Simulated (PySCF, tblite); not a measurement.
# C5H11BNSi radical: geometry, infrared bands and EPR parameters

What infrared bands and EPR parameters should C5H11BNSi radical (`[CH2]B(/N=C\C=C)[SiH2]C`) show?

Computed with tblite 0.8.0 and PySCF 2.14.0, with density-fitted response routines of our own, on a single molecule in the gas phase. Atoms are numbered from 0 throughout.

**1. The molecule as given**

19 atoms, charge 0, multiplicity 2; geometry from: force field or distance geometry start.

Bonds of the start (Å): C0–B1 1.61, B1–N2 1.54, N2–C3 1.30, C3–C4 1.47, C4–C5 1.33, B1–Si6 1.94, Si6–C7 1.86, C0–H8 1.11, C0–H9 1.11, C3–H10 1.08, C4–H11 1.09, C5–H12 1.09, C5–H13 1.09, Si6–H14 1.48, Si6–H15 1.47, C7–H16 1.11, C7–H17 1.11, C7–H18 1.11.

**2. Optimising the geometry with GFN2-xTB**

What the job is given:

```
{"job": {"kind": "relax", "xc": "GFN2-xTB", "basis": "xTB"}, "charge": 0, "multiplicity": 2}
C      0.477700    -1.862400     0.316900
B     -0.405700    -0.546900     0.573000
N      0.247800     0.767900     1.025300
C      1.429100     1.244100     0.768400
C      2.391700     0.600100    -0.138400
C      3.643400     1.032600    -0.225400
Si    -2.330700    -0.717800     0.711900
C     -3.130400     0.421700    -0.521000
H     -0.177100    -2.739900     0.124700
H      1.106600    -2.065000     1.203900
H      1.703800     2.175200     1.235400
H      2.082400    -0.197700    -0.806000
H      3.998700     1.843500     0.413900
H      4.341300     0.572000    -0.921900
H     -2.763800    -0.339200     2.073300
H     -2.735400    -2.106900     0.450800
H     -4.238200     0.328800    -0.445200
H     -2.813700     0.131500    -1.548600
H     -2.837300     1.467500    -0.309600
```

Started as:

```console
$ OMP_NUM_THREADS=1 python probes_run.py task.json out
```

This one command runs all jobs of the session in turn.

The program printed:

```text
step      E/eV     max force
  0    -599.26730    3.870
  1    -599.75410    2.578
  2    -600.02915    1.582
  3    -600.09835    0.860
  4    -600.16106    0.655
  5    -600.19773    0.614
  6    -600.21951    0.377
  7    -600.23791    0.408
  8    -600.25747    0.392
  9    -600.27609    0.381
 10    -600.29334    0.382
 11    -600.30841    0.327
 12    -600.32118    0.305
 13    -600.33210    0.278
 14    -600.34386    0.265
 15    -600.35618    0.237
 16    -600.36617    0.236
 17    -600.37335    0.218
 18    -600.38038    0.195
 19    -600.38939    0.239
 20    -600.40105    0.295
 21    -600.41366    0.272
 22    -600.42443    0.214
 23    -600.43409    0.255
 24    -600.44592    0.287
 25    -600.46072    0.266
 26    -600.47423    0.300
 27    -600.48564    0.215
 28    -600.49616    0.263
 29    -600.50727    0.293
 30    -600.51922    0.257
 31    -600.53013    0.226
 32    -600.53836    0.207
 33    -600.54508    0.214
 34    -600.55269    0.258
 35    -600.56362    0.293
 36    -600.57536    0.330
 37    -600.58403    0.386
 38    -600.59264    0.229
 39    -600.60096    0.233
 40    -600.61192    0.247
 41    -600.61803    0.239
 42    -600.62581    0.233
 43    -600.63173    0.217
 44    -600.63762    0.205
 45    -600.64419    0.206
 46    -600.65190    0.210
 47    -600.65782    0.216
 48    -600.66391    0.273
 49    -600.66972    0.185
 50    -600.68152    0.181
 51    -600.68774    0.207
 52    -600.69826    0.229
 53    -600.70640    0.225
 54    -600.71527    0.211
 55    -600.72259    0.182
 56    -600.72793    0.154
 57    -600.73192    0.181
 58    -600.73591    0.182
 59    -600.73993    0.179
 60    -600.74484    0.163
 61    -600.74849    0.140
 62    -600.75143    0.153
 63    -600.75391    0.145
 64    -600.75605    0.133
 65    -600.75798    0.119
 66    -600.76013    0.107
 67    -600.76230    0.110
 68    -600.76446    0.114
 69    -600.76648    0.098
 70    -600.76855    0.109
 71    -600.77104    0.133
 72    -600.77441    0.135
 73    -600.77875    0.150
 74    -600.78268    0.101
 75    -600.78562    0.153
 76    -600.78810    0.148
 77    -600.79031    0.145
 78    -600.79263    0.141
 79    -600.79483    0.126
 80    -600.79717    0.125
 81    -600.80042    0.142
 82    -600.80450    0.159
 83    -600.80880    0.138
 84    -600.81195    0.148
 85    -600.81428    0.116
 86    -600.81638    0.104
 87    -600.81927    0.119
 88    -600.82109    0.092
 89    -600.82250    0.074
 90    -600.82371    0.069
 91    -600.82525    0.084
 92    -600.82690    0.106
 93    -600.82824    0.089
 94    -600.82927    0.080
 95    -600.83022    0.089
 96    -600.83163    0.093
 97    -600.83329    0.093
 98    -600.83482    0.118
 99    -600.83634    0.125
100    -600.83778    0.107
101    -600.83916    0.067
102    -600.84041    0.061
103    -600.84151    0.069
104    -600.84248    0.088
105    -600.84355    0.084
106    -600.84481    0.118
107    -600.84630    0.073
108    -600.84751    0.077
109    -600.84870    0.094
110    -600.85032    0.091
111    -600.85269    0.109
112    -600.85521    0.088
113    -600.85704    0.078
114    -600.85819    0.075
115    -600.85904    0.103
116    -600.86006    0.061
117    -600.86161    0.070
118    -600.86301    0.104
119    -600.86423    0.082
120    -600.86533    0.062
121    -600.86620    0.072
122    -600.86694    0.082
123    -600.86773    0.093
124    -600.86867    0.080
125    -600.86956    0.061
126    -600.87024    0.069
127    -600.87074    0.060
128    -600.87123    0.061
129    -600.87193    0.055
130    -600.87267    0.049
131    -600.87319    0.065
132    -600.87359    0.051
133    -600.87394    0.044
134    -600.87423    0.033
135    -600.87447    0.028
136    -600.87464    0.021
137    -600.87476    0.019
138    -600.87487    0.022
139    -600.87502    0.026
140    -600.87526    0.037
141    -600.87565    0.049
142    -600.87615    0.054
143    -600.87665    0.060
144    -600.87712    0.063
145    -600.87757    0.063
146    -600.87799    0.055
147    -600.87832    0.042
148    -600.87854    0.037
149    -600.87872    0.035
150    -600.87889    0.026
151    -600.87901    0.019
152    -600.87907    0.015
153    -600.87911    0.016
154    -600.87916    0.015
155    -600.87923    0.017
156    -600.87933    0.020
157    -600.87942    0.022
158    -600.87952    0.028
159    -600.87962    0.037
160    -600.87974    0.034
161    -600.87986    0.026
162    -600.87994    0.021
163    -600.87998    0.013
164    -600.88001    0.009
```

It took 1.2 s on 1 thread of Arm Neoverse V2, shared host.

Along the way: (not every step is listed)

```csv
step,energy from step 0 (eV),largest force (eV/Å)
0,0.0000,3.8698
1,-0.4868,2.5782
2,-0.7618,1.5824
3,-0.8311,0.8596
4,-0.8938,0.6554
5,-0.9304,0.6137
6,-0.9522,0.3773
7,-0.9706,0.4084
8,-0.9902,0.3921
23,-1.1668,0.2550
38,-1.3253,0.2287
53,-1.4391,0.2252
68,-1.4972,0.1143
83,-1.5415,0.1383
98,-1.5675,0.1179
113,-1.5897,0.0782
128,-1.6039,0.0608
143,-1.6094,0.0597
158,-1.6122,0.0278
159,-1.6123,0.0366
160,-1.6124,0.0338
161,-1.6126,0.0257
162,-1.6126,0.0206
163,-1.6127,0.0133
164,-1.6127,0.0088
```

Close pairs (by a distance rule), those that changed most:

```csv
bond,before (Å),after (Å),change (Å)
B1–N2,1.536,1.351,-0.186
C0–B1,1.605,1.492,-0.113
B1–Si6,1.938,1.995,+0.057
Si6–C7,1.860,1.909,+0.049
N2–C3,1.299,1.255,-0.044
C0–H8,1.112,1.078,-0.034
C7–H16,1.114,1.086,-0.029
C0–H9,1.106,1.079,-0.027
```

The end geometry stands in the next job.

**3. Infrared spectrum with GFN2-xTB**

What the job is given:

```
{"job": {"kind": "ir", "xc": "GFN2-xTB", "basis": "xTB"}, "charge": 0, "multiplicity": 2}
C     -0.052323    -2.748912     1.396003
B     -0.268250    -1.311593     1.057858
N      0.680589    -0.352330     1.117358
C      1.463508     0.588431     0.838876
C      1.903973     0.918633    -0.499399
C      2.735380     1.923416    -0.764686
Si    -2.100792    -0.640093     0.645855
C     -2.048634     0.742004    -0.669490
H     -0.752542    -3.526402     1.137001
H      0.776783    -3.097756     1.991689
H      1.855687     1.209441     1.647053
H      1.509869     0.296581    -1.292127
H      3.132910     2.546788     0.019747
H      3.048893     2.156216    -1.767494
H     -2.800389    -0.080384     1.821955
H     -2.987943    -1.699839     0.123007
H     -3.036098     1.155586    -0.849534
H     -1.668693     0.373116    -1.618476
H     -1.401732     1.556348    -0.353826
```

The program printed:

```text
mode    cm-1     km/mol
  1      14.7      0.13
  2      44.7      0.58
  3      70.7      0.40
  4     119.6      0.47
  5     126.0      0.39
  6     140.7      1.80
  7     173.3      2.29
  8     193.8     12.80
  9     288.2     17.95
 10     314.8      4.19
 11     374.9     14.62
 12     407.1     21.05
 13     428.5     35.56
 14     487.7      0.65
 15     568.4      3.23
 16     569.6     17.65
 17     602.2      0.73
 18     661.3    208.19
 19     697.4     43.97
 20     732.6     77.45
 21     793.4    204.07
 22     814.6     12.28
 23     821.1     80.68
 24     827.5    189.74
 25     833.0    184.46
 26     884.8     11.94
 27     921.5      4.34
 28    1008.9     14.64
 29    1040.7     44.96
 30    1147.4      3.46
 31    1250.2      4.40
 32    1257.9      3.50
 33    1350.2      9.34
 34    1366.7      5.22
 35    1414.2      1.33
 36    1435.7      4.75
 37    1495.0      0.69
 38    1496.2      0.31
 39    1639.5     39.41
 40    1802.4    169.52
 41    2130.4    524.15
 42    2144.4    253.98
 43    2912.1     56.09
 44    3028.2     38.79
 45    3031.2     21.07
 46    3041.8     26.36
 47    3066.2     22.16
 48    3081.3     51.98
 49    3099.6     15.76
 50    3106.5     37.08
 51    3131.8     35.02
```

Run time: 0.7 s. Hardware: 1 thread of Arm Neoverse V2, shared host.

The strongest bands and the atoms that carry them (share of the mass-weighted mode):

```csv
cm⁻¹,km/mol,atoms
661,208.2,"H14 40 %, H15 39 %, H16 10 %"
793,204.1,"H15 43 %, H14 43 %"
821,80.7,"H17 40 %, H18 23 %, C7 17 %"
828,189.7,"H10 22 %, H16 20 %, H18 13 %, C3 12 %"
833,184.5,"H10 31 %, C3 15 %, H16 15 %"
1802,169.5,"N2 58 %, C3 31 %"
2130,524.1,"H14 69 %, H15 27 %"
2144,254.0,"H15 70 %, H14 28 %"
```

**4. EPR parameters: B3LYP/pcH-1**

Settings changed since step 3:

```diff
@@ -1,2 +1,2 @@
-{"job": {"kind": "ir", "xc": "GFN2-xTB", "basis": "xTB"}, "charge": 0, "multiplicity": 2}
+{"job": {"kind": "epr", "basis": "pcH-1"}, "charge": 0, "multiplicity": 2}
 C     -0.052323    -2.748912     1.396003
```

With the program's defaults for keys left out, this is: UKS B3LYP, pcH-1 on B C H N Si, non-relativistic, mean-field spin-orbit, GIAO.

The program printed:

```text
UKS, coarse grid
  cycle   1  E = -566.15024577  |g| = 4.07e-01
  cycle   2  E = -566.08206497  |g| = 5.54e-01
  cycle   3  E = -566.23267744  |g| = 1.33e-01
  cycle   4  E = -566.23952096  |g| = 5.33e-02
  cycle   5  E = -566.24070331  |g| = 2.24e-02
  cycle   6  E = -566.24096440  |g| = 6.63e-03
  cycle   7  E = -566.24099593  |g| = 2.90e-03
  cycle   8  E = -566.24100351  |g| = 1.26e-03
  cycle   9  E = -566.24100565  |g| = 6.00e-04
UKS, final grid
  cycle   1  E = -566.24098448  |g| = 9.38e-04
  cycle   2  E = -566.24098345  |g| = 1.70e-03
  cycle   3  E = -566.24098506  |g| = 2.24e-04
  cycle   4  E = -566.24098509  |g| = 1.02e-04
  cycle   5  E = -566.24098513  |g| = 7.84e-05
  cycle   6  E = -566.24098515  |g| = 2.89e-05
  cycle   7  E = -566.24098515  |g| = 1.50e-05
E = -566.24098515 Eh   <S^2> = 0.7582 (exact 0.7500)
g shifts (ppm)      1          2          3
  rmc          -150       -150       -150
  gc             22          9         42
  oz_so         -55        496        899
  total        -183        355        791
hyperfine (MHz)  atom isotope    a_iso     a_fc   dipolar eigenvalues
    0   13C      67.91      67.98    -67.11    -66.84    133.95
    1   11B     -32.14     -32.14     -6.96      1.52      5.43
    2   14N       8.45       8.47     -9.61     -6.77     16.38
    3   13C     -13.42     -13.42     -5.52      0.94      4.58
    4   13C      18.28      18.28     -2.10     -0.20      2.30
    5   13C      -1.48      -1.48     -3.07      1.07      2.00
    6  29Si     -20.87     -20.90     -5.70      2.56      3.14
    7   13C       3.57       3.57     -0.86     -0.76      1.62
    8    1H     -50.58     -50.60    -32.53     -1.41     33.94
    9    1H     -49.39     -49.40    -31.87     -1.51     33.38
   10    1H      40.28      40.28     -1.81     -1.56      3.37
   11    1H      -1.52      -1.52     -1.77     -0.41      2.18
   12    1H       1.13       1.13     -0.90     -0.59      1.49
   13    1H       2.27       2.27     -0.51     -0.47      0.98
   14    1H      -5.77      -5.77     -1.50     -1.13      2.63
   15    1H       2.44       2.44     -1.86     -1.49      3.35
   16    1H       2.15       2.15     -0.84     -0.42      1.26
   17    1H      -0.35      -0.35     -1.03     -0.65      1.68
   18    1H      -0.50      -0.50     -1.17     -0.51      1.68
```

Run time: 2.7 min. Hardware: 1 thread of Arm Neoverse V2, shared host; peak memory 1.1 GiB.

Principal g values 2.00214, 2.00267, 2.00311; g(iso) = 2.00264, against 2.00232 for a free electron.

Hyperfine couplings; where a row names several nuclei, a(iso) is their mean (it holds for fast rotation or exchange) and the dipolar term the largest among them:

```csv
nuclei,isotope,a(iso) (MHz),"a(iso) (G, at g = 2.0023)",largest dipolar term (MHz)
C0,13C,67.9,24.2,133.9
"H8, H9",1H,-50.0,-17.8,33.9
H10,1H,40.3,14.4,3.4
B1,11B,-32.1,-11.5,-7.0
Si6,29Si,-20.9,-7.4,-5.7
C4,13C,18.3,6.5,2.3
C3,13C,-13.4,-4.8,-5.5
N2,14N,8.4,3.0,16.4
C7,13C,3.6,1.3,1.6
H13,1H,2.3,0.8,1.0
"H14, H15",1H,-1.7,-0.6,3.4
H11,1H,-1.5,-0.5,2.2
C5,13C,-1.5,-0.5,-3.1
H12,1H,1.1,0.4,1.5
```

Mulliken spin populations:

C0 0.92; B1 -0.04; N2 0.17; C3 -0.04; C4 0.02; C5 -0.02; Si6 0.02; C7 0.01; H8 -0.04; H9 -0.04; H10 0.02; H11 0.00; H12 0.00; H13 0.00; H14 0.00; H15 0.00; H16 0.00; H17 0.00; H18 0.00

In first order the couplings over 0.8 MHz of 1H, 11B, 14N give 1584 distinct lines over 93.4 G, if the averaged nuclei exchange fast.

The fields below are evaluated on a grid from the run's orbitals.

ELF in a plane through or near 7 of the atoms.

Values, 10 rows by 14 columns:
```
0.00 0.00 0.00 0.00 0.00 0.00 0.00 0.00 0.00 0.00 0.00 0.00 0.00 0.00
0.00 0.00 0.00 0.00 0.00 0.00 0.00 0.03 0.37 0.11 0.00 0.00 0.00 0.00
0.00 0.00 0.00 0.00 0.00 0.00 0.09 0.29 1.00 0.95 0.00 0.00 0.00 0.00
0.00 0.00 0.02 0.09 0.21 0.00 0.76 0.84 0.39 0.44 0.22 0.21 0.00 0.00
0.00 0.01 0.25 0.55 0.80 0.44 0.01 0.09 0.40 0.57 0.99 0.92 0.02 0.00
0.00 0.01 0.44 0.60 0.77 0.92 0.43 0.71 0.78 0.80 0.19 0.10 0.00 0.00
0.00 0.00 0.08 0.27 0.20 0.46 0.67 0.63 0.71 0.71 0.30 0.01 0.00 0.00
0.00 0.00 0.00 0.00 0.00 0.02 0.03 0.03 0.95 0.80 0.32 0.02 0.00 0.00
0.00 0.00 0.00 0.00 0.00 0.00 0.00 0.15 0.98 0.83 0.02 0.00 0.00 0.00
0.00 0.00 0.00 0.00 0.00 0.00 0.00 0.00 0.00 0.00 0.00 0.00 0.00 0.00
```
The map spans 13.4 Å across and 11.8 Å up, centred on the molecule. Atoms in the plane (x, y in Å): C0 (1.9, -2.3), B1 (1.2, -1.1), C4 (-2.2, -0.2), C5 (-3.5, 0.0), C7 (1.0, 2.1), H9 (1.6, -3.3), H16 (1.5, 3.1).

log10 of the density (e/Å³) in the same plane.

Ten even steps from ' ' (-4.0) to '@' (1.1):
```
                                                        
                                                        
                        ....::------::..                
                      ..::--==++++++==::..              
                    ..::--==++**####++--::..            
            ........::--++**####%%##**==--::....        
      ..::--------------++**%%@@%%##**++++==--::..      
    ..::====++++++========++##########****++==--..      
    ::--++**********++++====++**##%%@@####**++--::      
    ::==**##%%%%%%####**++++++**####%%##**++==--..      
    ::==**####%%%%%%%%##############**++++==--::..      
    ::--==++******########%%%%%%@@##**++==--::..        
    ..::--======++++****########%%%%##**++--::..        
        ::::------====++++++++**##%%%%**++==::..        
              ....::::------==++##%%##**++--::..        
                        ..::==++####**++==::..          
                          ..--==++++==--::..            
                            ..::------::..              
                                                        
                                                        
```
The map spans 13.4 Å across and 11.8 Å up, centred on the molecule. Atoms in the plane (x, y in Å): C0 (1.9, -2.3), B1 (1.2, -1.1), C4 (-2.2, -0.2), C5 (-3.5, 0.0), C7 (1.0, 2.1), H9 (1.6, -3.3), H16 (1.5, 3.1).

On the surface of density 0.002 e/bohr³ the electrostatic potential runs, from the 1st to the 99th percentile, from -0.48 V near N2 to 1.18 V near H12.

The spin density lies nearest to C0 54 %; N2 14 %; H8 10 %; B1 8 %.

**5. What came out**

```
                                 quantity                  value
strongest single infrared mode (GFN2-xTB)  2130 cm⁻¹, 524 km/mol
             zero-point energy (GFN2-xTB)          89.2 kcal/mol
                           g(iso) (B3LYP)                2.00264
                                     ⟨S²⟩     0.758 (exact 0.75)
       largest a(iso) (averaged by class)    13C on C0, 67.9 MHz
    surface potential, 1st and 99th percentile     -0.48 V and 1.18 V
```

The optimisation took 164 steps and gained 1.613 eV; among the close pairs (by a distance rule), B1–N2 changed most, from 1.536 to 1.351 Å. No mode is imaginary among the 51: a minimum at this level. The strongest single mode, at 2130 cm⁻¹, moves mainly H14. Unscaled tight-binding wavenumbers are off by several per cent, some by more. Its intensities can rank the bands wrongly. C0 carries the largest spin population, 0.92 e. The isotropic g lies 0.3 ppt above the free-electron value.
